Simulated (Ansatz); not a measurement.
# MoS2: the cost of one run

Program: Ansatz 0.2.0. Level of theory: DFT r2SCAN, scalar-relativistic, plane waves, PAW. These are calculated values, not measurements.

### 1 Starting point

It takes space group P-3m1 (No. 164, trigonal). The conventional cell has a = 3.184 Å, b = 3.184 Å, c = 34.708 Å, α = 90.00°, β = 90.00°, γ = 120.00°. Around Mo (site symmetry 3m) lie 6 S at 2.41 Å. S (site symmetry 3m) is surrounded by 3 Mo at 2.41 Å.

Coordinates:

```cif
data_structure
_symmetry_space_group_name_H-M 'P-3m1'
_symmetry_Int_Tables_number 164
_cell_length_a 3.1843
_cell_length_b 3.1843
_cell_length_c 34.7081
_cell_angle_alpha 90.000
_cell_angle_beta 90.000
_cell_angle_gamma 120.000
_cell_volume 304.79
loop_
_atom_site_label
_atom_site_type_symbol
_atom_site_symmetry_multiplicity
_atom_site_Wyckoff_symbol
_atom_site_fract_x
_atom_site_fract_y
_atom_site_fract_z
_atom_site_occupancy
Mo1 Mo 2 d 0.66667 0.33333 0.90646 1
Mo2 Mo 2 d 0.66667 0.33333 0.28061 1
S1 S 2 d 0.33333 0.66667 0.95120 1
S2 S 2 d 0.33333 0.66667 0.32533 1
S3 S 2 d 0.66667 0.33333 0.76413 1
S4 S 2 d 0.66667 0.33333 0.13827 1
```

It goes back to an entry of the Materials Project, which need not be the stable form.

This cell was relaxed beforehand with the same method: volume 25.40 Å³/atom, gap on the mesh 1.22 eV.

### 2 The cell scaled to 0.97 of its volume

File input.yaml:

```yaml
crystal:
  lattice:
    - [3.1521717739, 0.0, 0.0]
    - [-1.5760858869, 2.7298608333, 0.0]
    - [0.0, 0.0, 34.3574869656]
  atoms:
    - { symbol: Mo, position: [0.6666666667, 0.3333333333, 0.906463538] }
    - { symbol: Mo, position: [0.6666666667, 0.3333333333, 0.2806122085] }
    - { symbol: Mo, position: [0.3333333333, 0.6666666667, 0.7193877915] }
    - { symbol: Mo, position: [0.3333333333, 0.6666666667, 0.093536462] }
    - { symbol: S, position: [0.3333333333, 0.6666666667, 0.95119868] }
    - { symbol: S, position: [0.3333333333, 0.6666666667, 0.3253296352] }
    - { symbol: S, position: [0.6666666667, 0.3333333333, 0.7641271857] }
    - { symbol: S, position: [0.6666666667, 0.3333333333, 0.1382722685] }
    - { symbol: S, position: [0.3333333333, 0.6666666667, 0.8617277315] }
    - { symbol: S, position: [0.3333333333, 0.6666666667, 0.2358728143] }
    - { symbol: S, position: [0.6666666667, 0.3333333333, 0.6746703648] }
    - { symbol: S, position: [0.6666666667, 0.3333333333, 0.04880132] }
basis:
  ecutwfc: 500
kpoints:
  mp_grid: { grid: [12, 12, 1] }
hamiltonian:
  xc: r2scan
scf:
  occupations: { method: gaussian, width: 0.02 }
output:
  forces: true
  stress: true
  eigenvalues: true
  write_density: true
  write_potential: true
  elf: true
  volumetric_format: npy
relax:
  adjacent_minimum: "off"
  f_tol: 0.01
  max_steps: 30
  cell: { stress_tol: 0.1, fix: [volume] }
```

Run with:

```bash
ansatz run input.yaml --threads 2 --pin off --max-ram 5120MiB --backend cpu --events-out ev --progress --plain --runs-dir out
```

**Question.** How long does this run take on 2 threads of Intel Xeon 6975P-C (Granite Rapids), shared host, and how much memory does it need?

About 84 s, with a peak of 1.4 GiB.
